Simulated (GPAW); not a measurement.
Crystal: KPt.

```xyz
2
Lattice="3.0008 0.0000 0.0000 -1.5004 2.5988 0.0000 0.0000 0.0000 5.3456" Properties=species:S:1:pos:R:3 pbc="T T T"
Pt    1.5004    0.8663    0.0000
K     0.0000    0.0000    2.6728
```

The cell comes from a database or a generator and needn't be the stable form of this composition.

Base run:

| Quantity | Value |
| --- | --- |
| Program | GPAW 26.7.0 |
| Functional | RPBE |
| Potentials or basis | the program's PAW data sets (release 1.2.1) made for this functional |
| Cutoff | 600 eV |
| Basis | pw |
| k mesh | 10 × 10 × 5 |
| Occupations | gaussian, width 0.02 eV |
| Spin | no spin polarisation |

Its results: band gap on the k mesh none (metal or under the smearing width); pressure 3.4 GPa.

Problem. The run is repeated on the same cell with these changes: functional from RPBE to LDA; occupations from gaussian, width 0.02 eV to gaussian, width 0.05 eV. What comes out?

Solution. Band gap on the k mesh none (metal or under the smearing width); pressure -6.9 GPa.
